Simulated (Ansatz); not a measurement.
What does this script print? It uses Ansatz 0.2.0 through its Python package.

Script `relaxed_scan_fh2in.py`:
```python
"""Relaxed scan of one distance in FH2In."""

from dataclasses import dataclass
import warnings

import ansatz as az
from ase import Atoms
import numpy as np


@dataclass(frozen=True)
class Options:
    basis: str = "def2-SVP"
    xc: str = "PBE"


settings = Options()


def main() -> None:
    warnings.simplefilter("ignore", az.DeckWarning)

    atoms = Atoms(["F", "In", "H", "H"], positions=[
        (-1.5933, -0.5967, 0.1364),
        (0.2137, 0.0253, 0.1488),
        (1.2743, -0.9416, 0.6889),
        (0.1609, 1.4528, -0.9944),
    ])
    system = az.Crystal.molecule_from_ase(atoms)

    base = (
        system.calculation()
        .basis(gaussian=settings.basis)
        .functional(settings.xc)
    )
    symbols = [site.symbol for site in system.cartesian_sites]
    pairs = [(0, 1), (1, 2), (1, 3)]
    print("held (A)   E (eV)        ", "  ".join(f"{symbols[i]}{i}-{symbols[j]}{j}" for i, j in pairs))
    for length in [1.76, 1.91, 2.06, 2.29, 2.58]:
        rep = base.relax(constraints=[az.DistanceConstraint((0, 1), at=length)], force_tolerance=0.02, max_steps=60).run().report
        xyz = np.array(rep["positions_ang"])
        print(f"{length:6.2f} {rep['free_energy_ev']:14.5f}  ", "  ".join(f"{np.linalg.norm(xyz[i] - xyz[j]):.3f}" for i, j in pairs))


if __name__ == "__main__":
    main()
```

```console
$ python relaxed_scan_fh2in.py
held (A)   E (eV)         F0-In1  In1-H2  In1-H3
  1.76    -7917.48461   1.760  1.739  1.739
  1.91    -7918.18038   1.910  1.730  1.731
  2.06    -7918.20888   2.060  1.724  1.725
  2.29    -7917.69301   2.290  1.720  1.721
  2.58    -7916.79076   2.580  1.715  1.715
```

Reading the output:
- Total energies depend on the basis set; only differences at equal settings carry meaning.
- The energies are electronic: no zero-point or thermal terms, and the basis set is short of its limit.
- def2 sets replace the cores of elements past krypton by effective core potentials.
- The script silences the warnings on its input, which a real study should read.
- Timing: 26 s on 1 thread of Arm Neoverse V1 (shared host), peak memory 0.18 GiB.
